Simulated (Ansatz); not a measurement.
# Hf3Si2F: the cost of one run

Program: Ansatz 0.2.0. Level of theory: DFT PBE, scalar-relativistic, plane waves, PAW. These are calculated values, not measurements.

### 1 The system as given

Symmetry: I4/mmm, No. 139, tetragonal system. Conventional cell: a = 5.494 Å, b = 5.494 Å, c = 8.260 Å, α = 90.00°, β = 90.00°, γ = 90.00°. Hf (site symmetry -4m2) is surrounded by 4 Si at 2.75 Å. Hf (site symmetry 4/mmm) is surrounded by 2 Si at 2.22 Å. Around Si (site symmetry 4mm) lie 1 F at 1.91 Å and 5 Hf at 2.22 to 2.75 Å. Around F (site symmetry 4/mmm) lie 2 Si at 1.91 Å.

As a file:

```cif
data_structure
_symmetry_space_group_name_H-M 'I4/mmm'
_symmetry_Int_Tables_number 139
_cell_length_a 5.4938
_cell_length_b 5.4938
_cell_length_c 8.2599
_cell_angle_alpha 90.000
_cell_angle_beta 90.000
_cell_angle_gamma 90.000
_cell_volume 249.30
loop_
_atom_site_label
_atom_site_type_symbol
_atom_site_symmetry_multiplicity
_atom_site_Wyckoff_symbol
_atom_site_fract_x
_atom_site_fract_y
_atom_site_fract_z
_atom_site_occupancy
Hf1 Hf 4 d 0.00000 0.50000 0.25000 1
Hf2 Hf 2 a 0.00000 0.00000 0.00000 1
Si1 Si 4 e 0.00000 0.00000 0.26929 1
F1 F 2 b 0.50000 0.50000 0.00000 1
```

The cell is invented: random cell by space group and Wyckoff sites (I4/mmm, No. 139). The dimensions are guesses.

### 2 The guess as it stands, on a coarse mesh

File input.yaml:

```yaml
crystal:
  lattice:
    - [-2.74691444, 2.74691444, 4.12997079]
    - [2.74691444, -2.74691444, 4.12997079]
    - [2.74691444, 2.74691444, -4.12997079]
  atoms:
    - { symbol: Hf, position: [0.75, 0.25, 0.5] }
    - { symbol: Hf, position: [0.25, 0.75, 0.5] }
    - { symbol: Hf, position: [0.0, 0.0, 0.0] }
    - { symbol: Si, position: [0.26929119, 0.26929119, 0.0] }
    - { symbol: Si, position: [0.73070881, 0.73070881, 0.0] }
    - { symbol: F, position: [0.5, 0.5, 0.0] }
basis:
  ecutwfc: 420
kpoints:
  mp_grid: { grid: [4, 4, 4] }
hamiltonian:
  xc: pbe
scf:
  occupations: { method: gaussian, width: 0.1 }
  lower_state_search: "off"
output:
  forces: true
  stress: true
  eigenvalues: true
```

Command:

```
$ ansatz run input.yaml --threads 1 --pin off --max-ram 2560MiB --backend cpu --events-out ev --progress --plain --runs-dir out
```

**Question.** How long does this run take on 1 thread of Intel Xeon 6975P-C (Granite Rapids), shared host, and how much memory does it need?

About 3.4 s, with a peak of 0.46 GiB.
